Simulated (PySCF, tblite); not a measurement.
**Al₃H₆N₃O₂Si, a small gas-phase stand-in for a defect centre (aluminium nitride ring): NMR shifts, core binding energies and electronic excitations**

Aim: the NMR shifts, core binding energies and electronic excitations of `O[Si][O][Al]1[NH][AlH][NH][AlH][NH]1`. It is drawn as: twofold silicon.

Computed with tblite 0.8.0 and PySCF 2.14.0; each step states its level. No surroundings beyond the atoms listed, unless a continuum is named. Atoms count from 0, parts from 1.

### Step 1. The system as given

15 atoms, charge 0, multiplicity 1; geometry: distance geometry start.

### Step 2. Geometry optimisation with GFN2-xTB

The job: settings as JSON, then the geometry in Å.

```
{"job": {"kind": "relax", "xc": "GFN2-xTB", "basis": "xTB"}, "charge": 0, "multiplicity": 1}
N     -0.766876    -2.782632     0.308975
Al    -2.029891    -1.440250    -0.281057
N     -1.844483     0.306542     0.486274
Al    -1.083639     0.362869     2.241662
N      0.482043    -0.720545     2.519400
Al     0.788257    -2.085931     1.220353
O      2.333645    -1.926118     0.177416
Si     2.606192    -0.564575    -0.974086
O      3.028344     0.834842    -1.917380
H     -1.158787    -3.631054     0.700862
H     -2.431225    -1.493530    -1.762044
H     -1.558211     1.049795    -0.137536
H     -1.043616     1.751660     2.906166
H      0.671501    -0.972554     3.491674
H      2.509347     1.250876    -2.634357
```

With the program's defaults for keys left out, this is: GFN2-xTB geometry optimisation, gas phase.

On the command line:

```console
OMP_NUM_THREADS=1 python cluster_run.py task.json out
```

The driver reads the jobs from task.json and runs them one after another.

**Question.** The jobs that follow are: PBE0-D3(BJ)/def2-SVP geometry optimisation, gas phase; GIAO PBE0/pcSseg-1 NMR shielding, non-relativistic, gas phase; delta-SCF UKS SCAN, pcX-2 on the ionised atom, pcseg-1 elsewhere, spin-free X2C; TDDFT CAM-B3LYP/def2-SVPD, vertical, gas phase, core orbitals frozen in the response. Predict: point group; rotational constants (main isotopes); $^{1}$H shifts against TMS (PBE0/pcSseg-1); $^{15}$N shifts against NH3 (PBE0/pcSseg-1); $^{27}$Al shifts against AlH4- (PBE0/pcSseg-1); $^{17}$O shifts against H2O (PBE0/pcSseg-1); $^{29}$Si shifts against TMS (PBE0/pcSseg-1); potential on the surface of density 0.002 e/bohr³, 1st and 99th percentile; N1s binding energies, SCAN/pcX-2; Al2p binding energies, SCAN/pcX-2 (standing for 1 of 3 atoms); O1s binding energies, SCAN/pcX-2 (standing for 1 of 2 atoms); lowest singlet (CAM-B3LYP/def2-SVPD); brightest single state of those computed; lowest triplet; vertical ionisation energy (ΔSCF); vertical electron affinity (ΔSCF).

As calculated:

| quantity | value |
| --- | --- |
| point group | C1 |
| rotational constants (main isotopes) | 1.57, 0.80, 0.67 GHz |
| $^{1}$H shifts against TMS (PBE0/pcSseg-1) | 4.84, 4.35, 4.34, 2.13, 0.72, -0.18 ppm |
| $^{15}$N shifts against NH3 (PBE0/pcSseg-1) | 83.6, 59.1, 51.7 ppm |
| $^{27}$Al shifts against AlH4- (PBE0/pcSseg-1) | 100.6, 40.0, 18.7 ppm |
| $^{17}$O shifts against H2O (PBE0/pcSseg-1) | 293.4, 204.3 ppm |
| $^{29}$Si shifts against TMS (PBE0/pcSseg-1) | 86.4 ppm |
| potential on the surface of density 0.002 e/bohr³, 1st and 99th percentile | -1.39 V and 2.72 V |
| N1s binding energies, SCAN/pcX-2 | N2 403.50, N4 402.67, N0 401.99 eV |
| Al2p binding energies, SCAN/pcX-2 (standing for 1 of 3 atoms) | Al5 79.43 eV |
| O1s binding energies, SCAN/pcX-2 (standing for 1 of 2 atoms) | O6 537.07 eV |
| lowest singlet (CAM-B3LYP/def2-SVPD) | 4.38 eV (283 nm), f = 0.006 |
| brightest single state of those computed | state 2, 5.12 eV, f = 0.064 |
| lowest triplet | 3.06 eV |
| vertical ionisation energy (ΔSCF) | 8.19 eV |
| vertical electron affinity (ΔSCF) | -0.05 eV (unbound: the value hangs on the basis) |

**Reading.** On relaxing, metal atoms bound new neighbours (Al1–O8). The start of the PBE0/def2-SVP relaxation was shaken at random by about 0.01 Å, so part of the energy gained, and of the first lengths quoted, undoes that. Relaxing lowered the energy by 2.665 eV in 22 steps; the close pair that moved most is Al3–Si7, from 2.685 to 5.064 Å (PBE0/def2-SVP). No frequency check was run at this level, so the end point may be a saddle. The frame itself reshapes: Al3···Si7 goes from 2.69 to 5.06 Å, N2···Al5 goes from 3.16 to 2.05 Å. At PBE0/pcSseg-1: The largest span, 555 ppm, is at Si7, where the paramagnetic term is -612 ppm. By nearest atom (PBE0/pcSseg-1), the HOMO sits on N0 68 %; H9 8 % and the LUMO on Si7 75 %; O6 13 %. At SCAN/pcX-2: The N1s levels kept as sound span 1.52 eV, from N0 (nitrogen bonded to 2 Al, H) up to N2 (nitrogen bonded to 3 Al, H). The first singlet state (HOMO→LUMO 0.93) lies at 4.38 eV and is weak; of the 6 states computed, the strongest absorption comes from state 2 at 5.12 eV. The lowest triplet lies 1.32 eV below the lowest singlet (triplets in Tamm-Dancoff, singlets in full TDDFT). ΔSCF puts the ionisation energy at 8.19 eV, 0.57 eV above −ε(HOMO). A capped cluster stands for the solid here, so long-range fields and strain are missing, and bands or shifts of the capping hydrogens have no counterpart in it.
